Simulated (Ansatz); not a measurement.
# BaTiO3 (Pm-3m): the volume at zero pressure

Where does the pressure of BaTiO3 (Pm-3m) vanish?

Computed with Ansatz 0.2.0 (DFT PBE, scalar-relativistic, plane waves, PAW, unless a step's input says otherwise).

### Step 1. The structure to begin with

It takes space group Pm-3m (No. 221, cubic). Conventional cell: a = 4.006 Å, b = 4.006 Å, c = 4.006 Å, α = 90.00°, β = 90.00°, γ = 90.00°. Ba (site symmetry m-3m) is surrounded by 12 O at 2.83 Å. Around Ti (site symmetry m-3m) lie 6 O at 2.00 Å. Around O (site symmetry 4/mmm) lie 2 Ti at 2.00 Å and 4 Ba at 2.83 Å.

Structure file:

```cif
data_structure
_symmetry_space_group_name_H-M 'Pm-3m'
_symmetry_Int_Tables_number 221
_cell_length_a 4.0060
_cell_length_b 4.0060
_cell_length_c 4.0060
_cell_angle_alpha 90.000
_cell_angle_beta 90.000
_cell_angle_gamma 90.000
_cell_volume 64.29
loop_
_atom_site_label
_atom_site_type_symbol
_atom_site_symmetry_multiplicity
_atom_site_Wyckoff_symbol
_atom_site_fract_x
_atom_site_fract_y
_atom_site_fract_z
_atom_site_occupancy
Ba1 Ba 1 b 0.50000 0.50000 0.50000 1
Ti1 Ti 1 a 0.00000 0.00000 0.00000 1
O1 O 3 d 0.50000 0.00000 0.00000 1
```

The moments start at Ti 1.00 μB.

### Step 2. First run, at the start cell

File input.yaml:

```yaml
crystal:
  lattice:
    - [4.006, 0.0, 0.0]
    - [0.0, 4.006, 0.0]
    - [0.0, 0.0, 4.006]
  atoms:
    - { symbol: Ba, position: [0.5, 0.5, 0.5] }
    - { symbol: Ti, position: [0.0, 0.0, 0.0], spin: 1.0 }
    - { symbol: O, position: [0.5, 0.0, 0.0] }
    - { symbol: O, position: [0.0, 0.5, 0.0] }
    - { symbol: O, position: [0.0, 0.0, 0.5] }
basis:
  ecutwfc: 420
  ecutrho_ratio: 4
kpoints:
  mp_grid: { grid: [8, 8, 8] }
hamiltonian:
  xc: pbe
scf:
  occupations: { method: gaussian, width: 0.05 }
output:
  forces: true
  stress: true
  eigenvalues: true
  populations: true
magnetization:
  spin_polarized: true
```

The run is started by

```console
ansatz run input.yaml --threads 2 --pin off --max-ram 5120MiB --backend cpu --events-out ev --progress --plain --runs-dir out
```

Further steps of the session: Next volume, run 2; A new volume, run 3.

Q: Predict the outcome of this session. Wanted: volume; pressure; conventional cell; gap on the mesh.

**Answer**, as computed:

| quantity | value |
| --- | --- |
| volume | 12.986 Å³/atom |
| pressure | 0.00 GPa |
| conventional cell | a = 4.019 Å, b = 4.019 Å, c = 4.019 Å, α = 90.00°, β = 90.00°, γ = 90.00° |
| gap on the mesh | 1.78 eV |

**Reading.** The volume went from 12.86 to 12.99 Å³/atom (+1.0 %), where 0.00 GPa is left. A run loses the moments it was seeded with; other starts can end magnetic.

The gaps are Kohn-Sham values of a semilocal functional, not quasiparticle or optical gaps. Such gaps usually fall short of the measured ones.
